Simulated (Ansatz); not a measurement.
**InSb3: energy and stress against strain**

This session takes InSb3 and sets out to strain the cell along the Voigt pattern (0, 0, 1, 0, 0, 0).

Method: DFT PBEsol+D3(BJ), scalar-relativistic, plane waves, PAW, in Ansatz 0.2.0.

2 further runs of the same task are left out: 2 set aside as unsound or not needed. Runs told in other sessions of the task aren't counted.

## 1. The structure to begin with

The structure is cubic, space group Fm-3m (No. 225). Conventional cell: a = 7.324 Å, b = 7.324 Å, c = 7.324 Å, α = 90.00°, β = 90.00°, γ = 90.00°. Around In (site symmetry m-3m) lie 8 Sb at 3.17 Å. Around Sb (site symmetry -43m) lie 4 In at 3.17 Å and 4 Sb at 3.17 Å. Around Sb (site symmetry m-3m) lie 8 Sb at 3.17 Å.

Coordinates:

```cif
data_structure
_symmetry_space_group_name_H-M 'Fm-3m'
_symmetry_Int_Tables_number 225
_cell_length_a 7.3241
_cell_length_b 7.3241
_cell_length_c 7.3241
_cell_angle_alpha 90.000
_cell_angle_beta 90.000
_cell_angle_gamma 90.000
_cell_volume 392.89
loop_
_atom_site_label
_atom_site_type_symbol
_atom_site_symmetry_multiplicity
_atom_site_Wyckoff_symbol
_atom_site_fract_x
_atom_site_fract_y
_atom_site_fract_z
_atom_site_occupancy
In1 In 4 a 0.00000 0.00000 0.00000 1
Sb1 Sb 8 c 0.25000 0.75000 0.75000 1
Sb2 Sb 4 b 0.50000 0.00000 0.00000 1
```

It goes back to an entry of the Materials Project, which need not be the stable form.

This cell was relaxed beforehand with the same method: volume 24.56 Å³/atom, gap on the mesh none (metal).

## 2. The scan: energy and stress against strain

The cell is strained by ε times the Voigt pattern (0, 0, 1, 0, 0, 0) (xx, yy, zz, yz, xz, xy; engineering shear), with fractional coordinates fixed (clamped ions). The stress on the pattern is the sum of the stress components weighted by it, tension positive.

## 3. At ε = -0.0600

input.yaml reads:

```yaml
crystal:
  lattice:
    - [0.0, 3.6620664019, 3.4423424178]
    - [3.6620664019, 0.0, 3.4423424178]
    - [3.6620664019, 3.6620664019, 0.0]
  atoms:
    - { symbol: In, position: [0.0, 0.0, 0.0] }
    - { symbol: Sb, position: [0.25, 0.25, 0.25] }
    - { symbol: Sb, position: [0.75, 0.75, 0.75] }
    - { symbol: Sb, position: [0.5, 0.5, 0.5] }
basis:
  ecutwfc: 420
kpoints:
  mp_grid: { grid: [12, 12, 12] }
hamiltonian:
  xc: pbesol
  dispersion: d3bj
scf:
  occupations: { method: gaussian, width: 0.15 }
output:
  forces: true
  stress: true
  eigenvalues: true
```

Launch:

```
> ansatz run input.yaml --threads 1 --pin off --max-ram 2560MiB --backend cpu --events-out ev --progress --plain --runs-dir out
```

## 4. Point ε = 0.0450

Changes to input.yaml since step 3:

```diff
@@ -2,4 +2,4 @@
   lattice:
-    - [0.0, 3.6620664019, 3.4423424178]
-    - [3.6620664019, 0.0, 3.4423424178]
+    - [0.0, 3.6620664019, 3.82685939]
+    - [3.6620664019, 0.0, 3.82685939]
     - [3.6620664019, 3.6620664019, 0.0]
```

## 5. ε = -0.0300

Changes to input.yaml since step 4:

```diff
@@ -2,4 +2,4 @@
   lattice:
-    - [0.0, 3.6620664019, 3.82685939]
-    - [3.6620664019, 0.0, 3.82685939]
+    - [0.0, 3.6620664019, 3.5522044098]
+    - [3.6620664019, 0.0, 3.5522044098]
     - [3.6620664019, 3.6620664019, 0.0]
```

## 6. Point ε = 0.0150

Changes to input.yaml since step 5:

```diff
@@ -2,4 +2,4 @@
   lattice:
-    - [0.0, 3.6620664019, 3.5522044098]
-    - [3.6620664019, 0.0, 3.5522044098]
+    - [0.0, 3.6620664019, 3.7169973979]
+    - [3.6620664019, 0.0, 3.7169973979]
     - [3.6620664019, 3.6620664019, 0.0]
```

## 7. Point ε = 0.0600

Changes to input.yaml since step 6:

```diff
@@ -2,4 +2,4 @@
   lattice:
-    - [0.0, 3.6620664019, 3.7169973979]
-    - [3.6620664019, 0.0, 3.7169973979]
+    - [0.0, 3.6620664019, 3.881790386]
+    - [3.6620664019, 0.0, 3.881790386]
     - [3.6620664019, 3.6620664019, 0.0]
```

## 8. ε = -0.0450

Changes to input.yaml since step 7:

```diff
@@ -2,4 +2,4 @@
   lattice:
-    - [0.0, 3.6620664019, 3.881790386]
-    - [3.6620664019, 0.0, 3.881790386]
+    - [0.0, 3.6620664019, 3.4972734138]
+    - [3.6620664019, 0.0, 3.4972734138]
     - [3.6620664019, 3.6620664019, 0.0]
@@ -23 +23,5 @@
   eigenvalues: true
+  write_density: true
+  write_potential: true
+  elf: true
+  volumetric_format: npy
```

## 9. ε = 0.0300

Changes to input.yaml since step 8:

```diff
@@ -2,4 +2,4 @@
   lattice:
-    - [0.0, 3.6620664019, 3.4972734138]
-    - [3.6620664019, 0.0, 3.4972734138]
+    - [0.0, 3.6620664019, 3.771928394]
+    - [3.6620664019, 0.0, 3.771928394]
     - [3.6620664019, 3.6620664019, 0.0]
@@ -23,5 +23 @@
   eigenvalues: true
-  write_density: true
-  write_potential: true
-  elf: true
-  volumetric_format: npy
```

## 10. ε = -0.0150

Changes to input.yaml since step 9:

```diff
@@ -2,4 +2,4 @@
   lattice:
-    - [0.0, 3.6620664019, 3.771928394]
-    - [3.6620664019, 0.0, 3.771928394]
+    - [0.0, 3.6620664019, 3.6071354059]
+    - [3.6620664019, 0.0, 3.6071354059]
     - [3.6620664019, 3.6620664019, 0.0]
```

## 11. At ε = 0.0525

Changes to input.yaml since step 10:

```diff
@@ -2,4 +2,4 @@
   lattice:
-    - [0.0, 3.6620664019, 3.6071354059]
-    - [3.6620664019, 0.0, 3.6071354059]
+    - [0.0, 3.6620664019, 3.854324888]
+    - [3.6620664019, 0.0, 3.854324888]
     - [3.6620664019, 3.6620664019, 0.0]
```

(Steps that only read results are left out.)

Before running it: what results should come out? Wanted: slope of the stress at ε = 0, over ±0.0150.

The runs gave:

| quantity | value |
| --- | --- |
| slope of the stress at ε = 0, over ±0.0150 | 84 GPa |

**Reading.** The slope of the stress at zero strain, 84 GPa, estimates C33 with clamped ions in this Cartesian frame; letting the atoms relax could not make it stiffer. The undisturbed cell stays the lowest of the sampled points. Compression costs more than tension: 29.3 against 19.0 meV/atom at the ends. Spin-orbit coupling is left out for Sb.
